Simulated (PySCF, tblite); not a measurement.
# C₄H₉BF₃P: geometry, infrared bands and NMR shifts

Aim: predict the infrared bands and NMR shifts of C₄H₉BF₃P (`[BH3-][P@+](C)(C=C)C(F)(F)F`).

The runs use tblite 0.8.0 and PySCF 2.14.0, with density-fitted response routines of our own; the level of theory stands in each step. All values are computed, except where a source is named. Atoms are numbered from 0 throughout.

### 1 The molecule as given

18 atoms, charge 0, multiplicity 1; geometry from: force field or distance geometry start.

Bonds of the start (Å): B0–P1 1.90, P1–C2 1.83, P1–C3 1.80, C3–C4 1.34, P1–C5 1.81, C5–F6 1.39, C5–F7 1.38, C5–F8 1.38, B0–H9 1.20, B0–H10 1.19, B0–H11 1.18, C2–H12 1.10, C2–H13 1.11, C2–H14 1.11, C3–H15 1.06, C4–H16 1.09, C4–H17 1.08.

### 2 Geometry optimisation with GFN2-xTB

What the job is given:

```
{"job": {"kind": "relax", "xc": "GFN2-xTB", "basis": "xTB"}, "charge": 0, "multiplicity": 1}
B     -0.222200     0.822400     1.673200
P     -0.272100     0.001900    -0.041600
C     -0.203300    -1.809200     0.177400
C      1.145700     0.545100    -1.005300
C      2.391100     0.302400    -0.575000
C     -1.802500     0.457900    -0.898900
F     -1.845800     1.833900    -1.055600
F     -2.883900     0.045900    -0.156100
F     -1.820600    -0.147600    -2.138100
H     -1.221800     0.537000     2.280300
H     -0.179300     2.005600     1.538700
H      0.720900     0.446300     2.279500
H      0.708100    -2.089700     0.724600
H     -1.091700    -2.140300     0.753500
H     -0.225400    -2.284000    -0.820600
H      0.977300     1.060800    -1.921100
H      3.235300     0.640500    -1.177100
H      2.581400    -0.222500     0.350500
```

Launch:

```console
OMP_NUM_THREADS=1 python probes_run.py task.json out
```

One launch serves the whole session: the jobs run in the order shown.

**Question.** This job is followed by: GFN2-xTB harmonic vibrations, gas phase; GIAO PBE0/pcSseg-1 NMR shielding, non-relativistic, gas phase. Predict these results of the whole session: strongest single infrared mode (GFN2-xTB); zero-point energy (GFN2-xTB); 13C shifts against TMS (PBE0/pcSseg-1); 1H shifts against TMS (PBE0/pcSseg-1, means over atoms taken as alike); 11B shifts against BF3·OEt2 (PBE0/pcSseg-1); 31P shifts against H3PO4 (PBE0/pcSseg-1); 19F shifts against CFCl3 (PBE0/pcSseg-1, means over atoms taken as alike).

**Answer**, as computed:

| quantity | value |
| --- | --- |
| strongest single infrared mode (GFN2-xTB) | 1071 cm⁻¹, 224 km/mol |
| zero-point energy (GFN2-xTB) | 76.2 kcal/mol |
| 13C shifts against TMS (PBE0/pcSseg-1) | 144.8, 138.4, 138.4, 14.8 ppm |
| 1H shifts against TMS (PBE0/pcSseg-1, means over atoms taken as alike) | 6.97, 6.70, 6.32, 1.69, 0.92 ppm |
| 11B shifts against BF3·OEt2 (PBE0/pcSseg-1) | -50.3 ppm |
| 31P shifts against H3PO4 (PBE0/pcSseg-1) | 20.5 ppm |
| 19F shifts against CFCl3 (PBE0/pcSseg-1, means over atoms taken as alike) | -83.5 ppm |

The optimisation took 52 steps and gained 0.664 eV; among the close pairs (by a distance rule), P1–C5 changed most, from 1.812 to 1.885 Å. The lowest mode is imaginary (59i cm⁻¹), so the xTB geometry is not a minimum. Unscaled tight-binding wavenumbers are off by several per cent, some by more. Its intensities can rank the bands wrongly. The most deshielded carbon is C4 (terminal =CH2 carbon), at 144.8 ppm: an sp2 carbon of a C=C bond. The most deshielded hydrogen is H15 (hydrogen on an alkene CH), at 6.97 ppm: attached to an sp2 carbon and in the plane of the double bond. At PBE0/pcSseg-1: The widest tensor belongs to C4: span 261 ppm, with a paramagnetic part of -212 ppm.
